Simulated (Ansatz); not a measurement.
What does this script print? It uses the Python package of Ansatz (0.2.0).

Input file `ch4bclsse.yaml`:
```yaml
crystal:
  periodic: [false, false, false]
  atoms:
    - { symbol: C, position_ang: [-0.3216, -1.4233, 0.1965] }
    - { symbol: S, position_ang: [1.3258, -0.8171, -0.1403] }
    - { symbol: B, position_ang: [0.7781, 0.9508, -0.5766] }
    - { symbol: Cl, position_ang: [0.471, 1.4067, -2.3056] }
    - { symbol: Se, position_ang: [0.6959, 2.3314, 0.8693] }
    - { symbol: H, position_ang: [-0.346, -2.4354, 0.464] }
    - { symbol: H, position_ang: [-0.7871, -0.7988, 1.0268] }
    - { symbol: H, position_ang: [-0.9561, -1.2452, -0.7327] }
    - { symbol: H, position_ang: [-0.7714, 1.9847, 1.1816] }
basis:
  gaussian: { orbitals: def2-SVP }
hamiltonian:
  xc: pbe
output:
  forces: true
```

The script, `ch4bclsse.py`:
```python
'''Run CH4BClSSe from an input written out key by key.'''

import ansatz
import numpy as np
import pandas as pd

session = ansatz.Session.from_deck('ch4bclsse.yaml')
rep = session.plan(threads=1).execute().report

for key in ('converged', 'free_energy_ev', 'reference_energy_ev', 'n_frozen', 'n_occupied', 'n_virtual'):
    print(f'{key:22s} {rep[key]}')
symbols = ['C', 'S', 'B', 'Cl', 'Se', 'H', 'H', 'H', 'H']

print('forces (eV/A)')
for symbol, f in zip(symbols, rep['forces_ev_ang']):
    print(f'  {symbol:2s} {f[0]:9.4f} {f[1]:9.4f} {f[2]:9.4f}')
charges = rep['charge_distribution']
table = pd.DataFrame({'atom': symbols, 'mulliken': charges['mulliken_charges_e'], 'lowdin': charges['lowdin_charges_e']})
print(table.round(3).to_string())
print('dipole (e A):', np.round(charges['dipole_moment_e_ang'], 4) + 0.0)
```

```console
$ python ch4bclsse.py
converged              True
free_energy_ev         -90448.58820347092
reference_energy_ev    -90448.58820347092
n_frozen               0
n_occupied             [41, 41]
n_virtual              [75, 75]
forces (eV/A)
  C    -1.9790    3.1946   -0.6925
  S     0.8355    0.7833   -0.5652
  B     0.2524   -0.6045   -0.6285
  Cl    0.1970   -0.3078    1.0715
  Se   -0.9812    0.0902    0.2051
  H     0.2364   -2.1799    0.5246
  H     0.2243   -0.6451   -0.4508
  H     0.2966   -0.4649    0.7745
  H     0.9181    0.1341   -0.2388
  atom  mulliken  lowdin
0    C    -0.149  -0.086
1    S    -0.087   0.319
2    B    -0.007  -0.801
3   Cl    -0.014   0.337
4   Se    -0.049   0.187
5    H     0.072  -0.018
6    H     0.073   0.006
7    H     0.082   0.013
8    H     0.079   0.043
dipole (e A): [-0.3744 -0.1284  0.068 ]
```

Notes:
- Total energies depend on the basis set; only differences at equal settings carry meaning.
- The geometry is a force-field or estimated start, not a minimum of this method, and the basis set is short of its limit.
- The Löwdin charges here are taken after orthogonalising the functions within each atom; they differ from plain Löwdin charges, and their signs can be unphysical.
- Finished in 4.9 s on 1 thread of Arm Neoverse V1, on a shared host, peak memory 0.25 GiB.

(Lines on the test bed's own set-up are left out of the output.)
